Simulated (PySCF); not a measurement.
# [TlBr2]+: other functionals and bases at one geometry

One table from this session's results is given with a row withheld; the runs are named, their logs left out.

Method: several levels, as the steps say, no spin–orbit coupling; program: PySCF 2.14.0.

1 further run of the same task is left out (for a known fault of the program).

**The starting structure**

3 atoms, charge 1, spin multiplicity 1.

Bond lengths: Tl1–Br2 2.430 Å, Tl1–Br3 2.430 Å. Angles: Br2–Tl1–Br3 180.0°.

As a file:

```xyz
3
charge 1, multiplicity 1
Tl    0.00000    0.00000    0.24173
Br    2.43004    0.00000    0.24211
Br   -2.43004    0.00000    0.24211
```

Formal oxidation states: Tl +3. An earlier session relaxed this geometry at PBE0, Tl def2-SVP with ECP60, Br def2-SVP (singlet, point group D∞h).

At PBE0 on the finer grid: E = -5319.371493 Eh, HOMO -14.15 eV, LUMO -9.70 eV, Mulliken charge on Tl1 +0.78 e, largest force component 0.007 eV/Å. 

Levels to run: HF; CAM-B3LYP; PBE0, TZVP. Hardware: 2 threads of Arm Neoverse V1, shared host.

The first run:

Input file run.py (the lines that set the calculation):

```python
mol = gto.M(atom='''
Tl     0.00000     0.00000     0.24173
Br     2.43004     0.00000     0.24211
Br    -2.43004     0.00000     0.24211''',
    basis={'Tl': 'def2-SVP', 'Br': 'def2-SVP'},
    ecp={'Tl': 'def2-SVP'},
    charge=1, spin=0)
mf = scf.RHF(mol)
mf = mf.density_fit()  # fitting sets: Tl def2-universal-JKFIT, Br def2-universal-JKFIT
mf.conv_tol = 1e-08; mf.max_cycle = 55
mf.kernel(dm0)  # dm0: the density of the relaxed state
```

On the command line:

```bash
> OMP_NUM_THREADS=2 python run.py
```

Among the steps run: HF; CAM-B3LYP; PBE0, TZVP.

One of the session's tables, all rows but one given; the rest of the session is left out.

| level | HOMO (eV) | gap (eV) | charge on Tl1 (e) | largest force component (eV/Å) |
| --- | --- | --- | --- | --- |
| PBE0 (relaxed here) | -14.15 | 4.45 | 0.78 | 0.01 |
| HF | ? | ? | ? | ? |
| CAM-B3LYP | -15.40 | 6.73 | 0.75 | 0.05 |
| PBE0, TZVP | -14.09 | 4.56 | 1.00 | 0.58 |

**Question.** Estimate the row for HF.

**Answer.** HOMO (eV): -17.02; gap (eV): 10.80; charge on Tl1 (e): 1.00; largest force component (eV/Å): 0.02. In the column «HOMO (eV)» it is the lowest.

In one basis the HOMO–LUMO gap runs from 4.45 eV (PBE0) to 10.80 eV (HF). The largest leftover force, 0.58 eV/Å with PBE0, TZVP, stands at a geometry relaxed at another level. Total energies of different levels can't be compared.
